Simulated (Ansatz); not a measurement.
# IrCl(PH3)3 (ClH₉IrP₃): structure and electronic state

Aim: characterise IrCl(PH3)3 (ClH₉IrP₃) as a singlet: its structure, frontier levels and distribution of charge.

Method: RKS PBE0-D4/def2-TZVP; program: Ansatz 0.2.0, Gaussian basis.

Plan: relaxation at PBE-D4/def2-SVP; a single point at PBE0-D4/def2-TZVP.

16 further runs of the same task are left out: 16 that didn't finish.

## Step 1: Starting geometry

14 atoms, charge 0, spin multiplicity 1.

Atoms are counted from 1 here; the program's logs count them from 0.

Bond lengths: Ir1–Cl2 2.312 Å, Ir1–P3 2.263 Å, Ir1–P7 2.236 Å, Ir1–P11 2.269 Å, P3–H4 1.397 Å, P3–H5 1.383 Å, P3–H6 1.382 Å, P7–H8 1.393 Å, P7–H9 1.392 Å, P7–H10 1.393 Å, P11–H12 1.382 Å, P11–H13 1.382 Å, P11–H14 1.396 Å. Angles: Cl2–Ir1–P3 78.0°, Cl2–Ir1–P7 179.6°, Cl2–Ir1–P11 77.8°, P3–Ir1–P7 102.3°, P3–Ir1–P11 155.8°, P7–Ir1–P11 101.9°, Ir1–P3–H4 129.9°, Ir1–P3–H5 117.2°, Ir1–P3–H6 117.3°, H4–P3–H5 94.9°, H4–P3–H6 95.1°, H5–P3–H6 95.0°, Ir1–P7–H8 122.5°, Ir1–P7–H9 123.5°, Ir1–P7–H10 122.5°, H8–P7–H9 93.6°, H8–P7–H10 93.1°, H9–P7–H10 93.6° and more.

Formally the metal is d8. Ir takes a core potential in the def2 sets. No spin-orbit coupling is included.

The start is a GFN2-xTB geometry.

## Step 2: Optimising with PBE-D4/def2-SVP

in.yaml reads:

```yaml
crystal:
  periodic: [false, false, false]
  atoms:
    - {symbol: Ir, position_ang: [0.255560, 0.008980, -0.004110]}
    - {symbol: Cl, position_ang: [2.566610, 0.017850, -0.053440]}
    - {symbol: P, position_ang: [0.715410, 2.224600, -0.020730]}
    - {symbol: H, position_ang: [-0.151490, 3.319200, 0.020170]}
    - {symbol: H, position_ang: [1.466100, 2.706980, -1.076940]}
    - {symbol: H, position_ang: [1.564630, 2.702540, 0.959010]}
    - {symbol: P, position_ang: [-1.980070, -0.013520, 0.036620]}
    - {symbol: H, position_ang: [-2.738580, -0.692360, -0.913780]}
    - {symbol: H, position_ang: [-2.760520, 1.136560, -0.033090]}
    - {symbol: H, position_ang: [-2.703030, -0.544670, 1.101690]}
    - {symbol: P, position_ang: [0.745260, -2.206990, -0.005390]}
    - {symbol: H, position_ang: [1.558770, -2.664970, 1.013900]}
    - {symbol: H, position_ang: [1.553800, -2.669950, -1.025680]}
    - {symbol: H, position_ang: [-0.092460, -3.324250, 0.001770]}
basis:
  gaussian: {orbitals: def2-SVP}
hamiltonian: {xc: pbe, dispersion: d4}
scf: {lower_state_search: "off"}
output: {orbitals: {seedname: orbitals}}
relax: {f_tol: 0.02, max_steps: 100}
```

The run is started by

```console
ansatz run in.yaml --threads 4 --pin off --events-out ev --progress --plain --max-ram 8704MiB
```

Standard output, shortened:

```text
Functional definition: PBE
  name "PBE"
  cite "Perdew, Burke & Ernzerhof, Phys. Rev. Lett. 77, 3865 (1996) doi:10.1103/PhysRevLett.77.3865"
  parent pbe
[...]
1632 factors; their error is unknown
[...]
mean field -43347.59711314 eV, -1592.9948118514 hartree, gradient 1.5e-6 eV, S^2 0.000000; 0 other end points of the search recorded, 0 dependent functions left out
[...]
reference -43347.59715817 eV, -1592.9948135060 hartree; 44, 44 occupied and 105, 105 virtual orbitals, 1632 factors
relax step   1: F+E_penalty+E_count = -43348.13096627 eV  Δ(F+E_penalty+E_count) = +0.000e0 eV  max|allowed force component| = 1.470e0 eV/Å  Δτ_max = 0.0000 Å  (18 SCF iters, accepted)
[...]
relax step   3: F+E_penalty+E_count = -43348.60297144 eV  Δ(F+E_penalty+E_count) = -6.362e-2 eV  max|allowed force component| = 4.676e-1 eV/Å  Δτ_max = 0.1802 Å  (19 SCF iters, accepted)
[...]
relax step   5: F+E_penalty+E_count = -43348.63145991 eV  Δ(F+E_penalty+E_count) = -4.692e-3 eV  max|allowed force component| = 8.997e-2 eV/Å  Δτ_max = 0.0307 Å  (20 SCF iters, accepted)
[...]
relax step   7: F+E_penalty+E_count = -43348.63539648 eV  Δ(F+E_penalty+E_count) = +2.523e-4 eV  max|allowed force component| = 8.937e-2 eV/Å  Δτ_max = 0.0277 Å  (19 SCF iters, rejected (line search))
[...]
Total energy: -43348.63603884 eV, -1593.0329916667 hartree
Atom 0 at     0.455737     0.006234    -0.005762 Å, force     0.000087     0.002982    -0.000814 eV/Å
Atom 1 at     2.848707     0.011892    -0.061558 Å, force    -0.001239    -0.000660    -0.000205 eV/Å
Atom 2 at     0.643091     2.279934    -0.026986 Å, force     0.001811    -0.001289     0.000860 eV/Å
Atom 3 at    -0.509227     3.138383    -0.011303 Å, force     0.000829     0.000002    -0.000697 eV/Å
Atom 4 at     1.331519     2.879985    -1.129558 Å, force     0.000476     0.000203    -0.000155 eV/Å
Atom 5 at     1.377117     2.900486     1.034367 Å, force    -0.002231     0.000067     0.000054 eV/Å
Atom 6 at    -1.755849    -0.009099     0.044848 Å, force     0.002544    -0.001785    -0.000871 eV/Å
Atom 7 at    -2.514166    -0.711676    -0.961659 Å, force    -0.001324    -0.000184    -0.000527 eV/Å
Atom 8 at    -2.491576     1.225715    -0.027546 Å, force    -0.001261     0.000604     0.000051 eV/Å
Atom 9 at    -2.471611    -0.556840     1.172447 Å, force    -0.000188     0.000106     0.002479 eV/Å
Atom 10 at     0.682728    -2.273033    -0.006576 Å, force     0.001312    -0.003653     0.001242 eV/Å
Atom 11 at     1.407245    -2.858698     1.080783 Å, force    -0.001353     0.000927    -0.002110 eV/Å
Atom 12 at     1.425615    -2.851054    -1.084796 Å, force    -0.000034     0.000955     0.001579 eV/Å
Atom 13 at    -0.429341    -3.182229    -0.016701 Å, force     0.000569     0.001727    -0.000885 eV/Å
Dipole moment:    -0.846575    -0.008686     0.016541 e Å
Checks for a lower state left out: stability, starts, cluster_reference, orbital_swaps, neighbouring_geometries, increment
```

It took 16 s on 4 threads of Arm Neoverse V1, shared host.

Along the way:

| step | energy from step 1 (eV) | largest force component (eV/Å) |
| --- | --- | --- |
| 1 | 0.0000 | 1.4695 |
| 2 | -0.4084 | 0.8188 |
| 3 | -0.4720 | 0.4676 |
| 4 | -0.4958 | 0.1816 |
| 5 | -0.5005 | 0.0900 |
| 6 | -0.5047 | 0.0356 |
| 7 | -0.5044 | 0.0894 |
| 8 | -0.5048 | 0.0485 |
| 9 | -0.5050 | 0.0037 |

Distances of close pairs at the start and the end, largest changes first:

| bond | before (Å) | after (Å) | change (Å) |
| --- | --- | --- | --- |
| Ir1–Cl2 | 2.312 | 2.394 | +0.082 |
| P7–H10 | 1.393 | 1.444 | +0.051 |
| P7–H8 | 1.393 | 1.443 | +0.050 |
| P3–H6 | 1.382 | 1.432 | +0.050 |
| P11–H12 | 1.382 | 1.432 | +0.050 |
| P11–H13 | 1.382 | 1.431 | +0.050 |
| P3–H5 | 1.383 | 1.432 | +0.049 |
| P7–H9 | 1.392 | 1.439 | +0.048 |

Bonds by kind at the end (by distance):

| bond | count | shortest (Å) | longest (Å) |
| --- | --- | --- | --- |
| Ir–P | 3 | 2.212 | 2.291 |
| Cl–Ir | 1 | 2.394 | 2.394 |
| H–P | 9 | 1.431 | 1.444 |

## Step 3: Single point, PBE0-D4/def2-TZVP

start.molden holds the orbitals of an earlier run on this state, given as this run's starting guess.

in.yaml reads:

```yaml
crystal:
  periodic: [false, false, false]
  atoms:
    - {symbol: Ir, position_ang: [0.455737, 0.006234, -0.005762]}
    - {symbol: Cl, position_ang: [2.848707, 0.011892, -0.061558]}
    - {symbol: P, position_ang: [0.643091, 2.279934, -0.026986]}
    - {symbol: H, position_ang: [-0.509227, 3.138383, -0.011303]}
    - {symbol: H, position_ang: [1.331519, 2.879985, -1.129558]}
    - {symbol: H, position_ang: [1.377117, 2.900486, 1.034367]}
    - {symbol: P, position_ang: [-1.755849, -0.009099, 0.044848]}
    - {symbol: H, position_ang: [-2.514166, -0.711676, -0.961659]}
    - {symbol: H, position_ang: [-2.491576, 1.225715, -0.027546]}
    - {symbol: H, position_ang: [-2.471611, -0.556840, 1.172447]}
    - {symbol: P, position_ang: [0.682728, -2.273033, -0.006576]}
    - {symbol: H, position_ang: [1.407245, -2.858698, 1.080783]}
    - {symbol: H, position_ang: [1.425615, -2.851054, -1.084796]}
    - {symbol: H, position_ang: [-0.429341, -3.182229, -0.016701]}
basis:
  gaussian: {orbitals: def2-TZVP, initial_orbitals: start.molden}
hamiltonian: {xc: pbe0, dispersion: d4}
scf: {omitted_lower_state_checks: [starts]}
output: {orbitals: {seedname: orbitals}}
```

The command is unchanged.

Standard output:

```text
Functional definition: PBE0
  name "PBE0"
  cite "Adamo & Barone, J. Chem. Phys. 110, 6158 (1999) doi:10.1063/1.478522"
  cite "Perdew, Burke & Ernzerhof, Phys. Rev. Lett. 77, 3865 (1996) doi:10.1103/PhysRevLett.77.3865"
  parent pbe
  parameter a = 0.25
  parameter kappa = 0.804
  parameter beta = 0.06672455060314922
  exchange = (1 - a)*pbe_x(kappa = kappa, mu = beta*pi^2/3) + a*exact_x
  correlation = pbe_c(beta = beta)
these checks for a lower state are left out or cut short: starts
1921 factors; their error is unknown
mean field evaluation 1: about -43361.7372 eV, gradient 1.6e2 eV
mean field evaluation 2: about -43364.8582 eV, gradient 4.8e0 eV
mean field evaluation 4: about -43365.0308 eV, gradient 1.7e-1 eV
mean field evaluation 8: about -43365.0310 eV, gradient 1.4e-5 eV
mean field -43365.03095943 eV, -1593.6354938852 hartree, gradient 1.4e-5 eV, S^2 0.000000; 0 other end points of the search recorded, 0 dependent functions left out
reference -43365.03100325 eV, -1593.6354954957 hartree; 44, 44 occupied and 198, 198 virtual orbitals, 1921 factors
Total energy: -43365.49152178 eV, -1593.6524192397 hartree
Checks for a lower state left out: starts
```

Wall time 6 s (4 threads of Arm Neoverse V1, shared host); peak memory 0.98 GiB.

From the report: HOMO -5.73 eV, LUMO -0.90 eV.

Mulliken charges, from this run's orbitals:

Ir1 0.12; Cl2 -0.51; P3 -0.12; H4 0.07; H5 0.11; H6 0.11; P7 -0.17; H8 0.08; H9 0.07; H10 0.08; P11 -0.12; H12 0.11; H13 0.11; H14 0.07

Largest Mayer bond orders: Ir1–P7 1.17; P11–H13 0.93; P11–H12 0.93; P3–H5 0.93; P3–H6 0.93; P11–H14 0.93; P3–H4 0.93; P7–H9 0.93; P7–H8 0.91; P7–H10 0.91.

## Step 4: Results

| quantity | value |
| --- | --- |
| point group | C1 |
| near neighbours of the metal | Cl 2.39, P 2.28, P 2.21, P 2.29 Å |
| HOMO, LUMO at PBE0-D4/def2-TZVP | -5.73, -0.90 eV |
| charge on the metal (Mulliken, PBE0-D4/def2-TZVP) | +0.12 e |
| dipole at PBE-D4/def2-SVP | 4.07 D |

What this shows: The molecule keeps its bonding pattern by the stored test; the atoms moved 0.26 Å (rms), and the angle P3–Ir1–P11 went from 156° to 170°. The metal has 4 near neighbours by the distance rule, from 2.21 to 2.39 Å. The Mulliken charge of the metal, +0.12 e, depends on the basis and isn't its oxidation state. No usable vibrations, so a minimum isn't proven. Whether this spin is the lowest isn't tested here. The point group is read from a loosely relaxed geometry; soft torsions can leave it below the true symmetry.
